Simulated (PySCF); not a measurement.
# Sn2 (triplet) at other levels of theory

Aim: see what other levels and later steps give for Sn2 (triplet).

Program: PySCF 2.14.0. Level of theory: each script names its method and basis. These are calculated values, not measurements.

6 further runs of the same task are left out: 1 for a known fault of the program, 5 that didn't finish.

**1. Where the work starts**

Sn2 (triplet): 2 atoms, charge 0, spin multiplicity 3.

Bond lengths: Sn1–Sn2 2.565 Å.

**2. The run that the others are compared with**

Input file input.py:

```python
from pyscf import gto, scf, mp

mol = gto.M(
    atom='Sn 0 0 0; Sn 0 0 2.565',
    basis='sbkjc',
    ecp={'Sn': 'sbkjc'},
    charge=0,
    spin=2,
    symmetry=True,
    verbose=4,
)
mf = scf.UHF(mol)
mf.kernel()
mp.MP2(mf).kernel()
mf.dip_moment()
print('orbital energies (hartree):', [e[max(0, n-3):n+3].round(4) for e, n in zip(mf.mo_energy, mol.nelec)])
```

The run is started by

```
OMP_NUM_THREADS=1 python input.py
```

**3. Mn15 (UKS)**

Variant 1 changes functional: none (Hartree–Fock) → mn15; SCF type: UHF → UKS; step after the SCF: mp2 → analyze.

input.py: that of step 2 with these lines changed.

```diff
@@ -1,2 +1,2 @@
-from pyscf import gto, scf, mp
+from pyscf import gto, dft
 
@@ -11,5 +11,5 @@
 )
-mf = scf.UHF(mol)
+mf = dft.UKS(mol, xc='mn15')
 mf.kernel()
-mp.MP2(mf).kernel()
+mf.mulliken_pop()
 mf.dip_moment()
```

**4. Pw6b95 (UKS)**

Variant 2 changes functional: none (Hartree–Fock) → pw6b95; SCF type: UHF → UKS; step after the SCF: mp2 → analyze.

input.py: that of step 2 with these lines changed.

```diff
@@ -1,2 +1,2 @@
-from pyscf import gto, scf, mp
+from pyscf import gto, dft
 
@@ -11,5 +11,5 @@
 )
-mf = scf.UHF(mol)
+mf = dft.UKS(mol, xc='pw6b95')
 mf.kernel()
-mp.MP2(mf).kernel()
+mf.mulliken_pop()
 mf.dip_moment()
```

**5. Frequency run**

Variant 3 changes step after the SCF: mp2 → frequency.

input.py: that of step 2 with these lines changed.

```diff
@@ -1,2 +1,3 @@
-from pyscf import gto, scf, mp
+from pyscf import gto, scf
+from pyscf.hessian import thermo
 
@@ -13,3 +14,4 @@
 mf.kernel()
-mp.MP2(mf).kernel()
+hess = mf.Hessian().kernel()
+print('wavenumber (cm^-1) =', thermo.harmonic_analysis(mol, hess)['freq_wavenumber'].round(1))
 mf.dip_moment()
```

**6. Geometry optimisation**

Variant 4 changes step after the SCF: mp2 → optimize.

Input file input.py:

```python
from pyscf import gto, scf
from pyscf.geomopt.geometric_solver import optimize

mol = gto.M(
    atom='Sn 0 0 0; Sn 0 0 2.565',
    basis='sbkjc',
    ecp={'Sn': 'sbkjc'},
    charge=0,
    spin=2,
    symmetry=True,
    verbose=4,
)
mf = scf.UHF(mol)
mf.kernel()
mol_eq = optimize(mf, maxsteps=30)
print('optimised geometry (angstrom)')
print(mol_eq.tostring('raw'))
print('orbital energies (hartree):', [e[max(0, n-3):n+3].round(4) for e, n in zip(mf.mo_energy, mol.nelec)])
```

**Question.** What will these runs give? Wanted: for each run, E(SCF); from base; gap, α spin; after the SCF.

As calculated:

```
                  run  E(SCF) (hartree)  from base (eV)  cycles  gap, α spin (eV)              after the SCF
                 base         -6.545860               0       7              6.99  MP2 correlation -1.253 eV
           mn15 (UKS)         -6.678235  not comparable       6              4.33                        n/a
         pw6b95 (UKS)         -6.757796  not comparable       6              3.29                        n/a
        frequency run         -6.545860          0.0000       7              6.99      highest mode 270 cm⁻¹
geometry optimisation         -6.545860          0.0000       7              6.99    bond 2.762 Å, -0.214 eV
```

SCF columns refer to the geometry typed in the script.

**Reading.** The α-spin gap between the frontier levels is 3.3 eV with pw6b95 (28 % exact exchange) and 4.3 eV with mn15 (44 %): exact exchange opens it. A lower total energy from another functional means nothing by itself.
